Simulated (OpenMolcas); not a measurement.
# Ta³⁺ among point charges: CASSCF and CASPT2 levels and susceptibility

How does a field of 6 point charges split the states of Ta³⁺, and what χT follows?

Program: OpenMolcas 26.06. Level of theory: state-averaged CASSCF and CASPT2, spin-orbit coupling by RASSI with atomic mean-field integrals. These are calculated values, not measurements, unless marked.

### 1 Starting point

```
Species                           : Ta³⁺ (tantalum, Z = 73, 70 electrons)
Basis                             : ANO-RCC-VTZP [8s7p5d3f2g1h], 104 functions
Scalar Hamiltonian                : DKH2, point nucleus
Inactive shells                   : 1s 2s 2p 3s 3p 3d 4s 4p 4d 4f 5s 5p
Active space                      : 2 electrons in 5 orbitals (5d)
Some configurations of this space : 5d²
Orbitals                          : optimised for each spin and parity, averaged over all roots
```

The outer shells:

5d2
```
5d [↑ ][↑ ][  ][  ][  ]
```

The ion sits among 6 point charges of -1.7 e arranged as an octahedron (Oh), 2.01 Å from the ion.

The work runs as a chain of OpenMolcas steps in one folder; each step below is one input file. Labels, J, g values, rates, χT and fits are worked out afterwards by a script from the matrices that RASSI stores. The input lists half of the charges; inversion (Group=XYZ) makes the rest.

### 2 Basis and integrals

Contents of a.inp:

```
&GATEWAY
Coord
1

Ta 0.0 0.0 0.0
Basis=ANO-RCC-VTZP
Group=XYZ
NoMove
AngMom=0.0 0.0 0.0
AMFI
XField
3 Angstrom 0
2.010000 0.000000 0.000000 -1.700000
0.000000 2.010000 0.000000 -1.700000
0.000000 0.000000 2.010000 -1.700000
&SEWARD
```

Launch:

```bash
$ OMP_NUM_THREADS=1 MOLCAS_MEM=1689 MOLCAS_PROJECT=a pymolcas a.inp > a.log
```

### 3 CASSCF: triplets of even parity, 10 roots

Contents of a.inp:

```
&RASSCF
FileOrb=start.orb
Symmetry=1
Spin=3
nActEl=2 0 0
Inactive=15 19
Ras2=5 0
CIRoot=10 10 1
SDav=10
CIMx=300
Iter=120 100
PrWF=0.3
OrbListing=Nothing
MaxOrb=0
>>> COPY $Project.JobIph JOB001
```

start.orb holds the contracted functions of the basis, ordered by shell, or the orbitals of the step before.

### 4 CASSCF: singlets of even parity, 15 roots

Contents of a.inp:

```
&RASSCF
FileOrb=start.orb
Symmetry=1
Spin=1
nActEl=2 0 0
Inactive=15 19
Ras2=5 0
CIRoot=15 15 1
SDav=15
CIMx=300
Iter=120 100
PrWF=0.3
OrbListing=Nothing
MaxOrb=0
>>> COPY $Project.JobIph JOB002
```

### 5 RASSI: spin-orbit coupling between the states

Contents of a.inp:

```
&RASSI
NrOfJobIphs=2 10 15
1 2 3 4 5 6 7 8 9 10
1 2 3 4 5 6 7 8 9 10 11 12 13 14 15
IphNames
JOB001
JOB002
EJob
SpinOrbit
DIPRint=1.0
SOCoupling=1000.0
Subsets=2
Property=9
'ANGMOM' 1 'ANGMOM' 2 'ANGMOM' 3 'MLTPL  1' 1 'MLTPL  1' 2 'MLTPL  1' 3
'AMFI' 1 'AMFI' 2 'AMFI' 3
SOProperty=3
'ANGMOM' 1 'ANGMOM' 2 'ANGMOM' 3
```

### 6 CASPT2: IPEA 0.25, imaginary shift 0.1 (closed shells correlated: 4f 5s 5p)

Contents of a.inp:

```
>>> COPY JOB001 $Project.JobIph
&CASPT2
Multistate=10 1 2 3 4 5 6 7 8 9 10
NoMult
Frozen=14 9
IPEA=0.25
Imaginary=0.1
MaxIter=60
WThr=0.0 0.3 0.05
PrWF=0.5
NoMix
>>> COPY JOB002 $Project.JobIph
&CASPT2
Multistate=15 1 2 3 4 5 6 7 8 9 10 11 12 13 14 15
NoMult
Frozen=14 9
IPEA=0.25
Imaginary=0.1
MaxIter=60
WThr=0.0 0.3 0.05
PrWF=0.5
NoMix
```

(Steps that only read results are left out.)

Before running it: what results should come out? Wanted: spin-free ground state; first state of the same spin within the active space; lowest level; next level.

The runs gave:

| quantity | value |
| --- | --- |
| method | SS-CASPT2, IPEA 0.25, imaginary shift 0.1 (closed shells correlated: 4f 5s 5p) |
| spin-free ground state | 3T1, 3-fold in its orbital part |
| first state of the same spin within the active space | 3T2 at 18000 cm⁻¹ |
| lowest level | 2-fold E, g = 0.00, 0.00, 0.00 |
| next level | 306.1 cm⁻¹ |
| χT at 300 K | 0.10 cm³ K/mol |
| effective moment at 300 K | 0.91 μB |

Cost by method:

```csv
method,time of its own steps,time with the reference
A. CASSCF,8.9 s,8.9 s
"B. SS-CASPT2, IPEA 0.25, imaginary shift 0.1, +4f 5s 5p",15 s,24 s
```

Times are of one thread on a shared host.

**Reading.** The spin-free ground state (3T1) comes to 90 % from free-ion F terms and keeps the highest spin of the shell. χT at 300 K is 0.10, against 1.00 cm³ K/mol for the spin alone, so spin-orbit coupling lowers it. A ligand-field fit to the states below 45000 cm-1 gives 10Dq = 19786 cm-1, B = 523 cm-1 and C = 1727 cm-1 (C/B = 3.30), with a deviation of 362 cm-1. CASPT2 does not keep the components of a term degenerate, and the means are used. The field of point charges can differ much from that of real complexes. This is an electrostatic model: the charges have no orbitals.
